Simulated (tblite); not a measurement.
# C6H13NOSi: the cost of one run

Programs: tblite 0.8.0 and PySCF 2.14.0, with density-fitted response routines of our own. Each step states its level of theory. These are calculated values for one molecule in the gas phase, unless marked as measured. Atoms are numbered from 0 throughout.

## (1) Starting geometry

22 atoms, charge 0, multiplicity 1; geometry from: force field or distance geometry start.

Bonds of the start (Å): C0–C1 1.31, C1–C2 1.50, C2–C3 1.49, C2–N4 1.41, N4–Si5 1.75, Si5–C6 1.85, C6–C7 1.49, C6–O8 1.21, C0–H9 1.08, C0–H10 1.10, C1–H11 1.09, C2–H12 1.12, C3–H13 1.11, C3–H14 1.11, C3–H15 1.13, N4–H16 1.04, Si5–H17 1.48, Si5–H18 1.48, C7–H19 1.11, C7–H20 1.11, C7–H21 1.10.

## (2) Geometry optimisation with GFN2-xTB

Job settings and geometry (Å):

```
{"job": {"kind": "relax", "xc": "GFN2-xTB", "basis": "xTB"}, "charge": 0, "multiplicity": 1}
C     -3.642000     0.838100     0.029100
C     -2.352300     1.021900     0.199300
C     -1.330900    -0.004500    -0.209400
C     -1.788100    -1.317600     0.317400
N     -0.069000     0.452100     0.211300
Si     1.304800    -0.566000    -0.171600
C      2.728600     0.564000    -0.521900
C      4.074800     0.123300    -0.063500
O      2.609600     1.627500    -1.091600
H     -4.100100    -0.026700    -0.418000
H     -4.341500     1.624600     0.360100
H     -2.060300     1.956500     0.688700
H     -1.337900    -0.029400    -1.327900
H     -2.433800    -1.773400    -0.459700
H     -0.971400    -2.031700     0.537600
H     -2.460800    -1.148800     1.215300
H      0.107000     1.476200     0.181100
H      1.136000    -1.443200    -1.348500
H      1.661200    -1.452300     0.965000
H      4.693200    -0.043400    -0.965300
H      4.028300    -0.781900     0.570600
H      4.534300     0.954000     0.499600
```

The run is started by

```console
$ OMP_NUM_THREADS=1 python probes_run.py task.json out
```

This one command runs all jobs of the session in turn.

**Question.** How long does this first job take on 1 thread of Arm Neoverse N1, shared host, and how much memory does it need?

About 2.8 s, with a peak of 0.18 GiB.
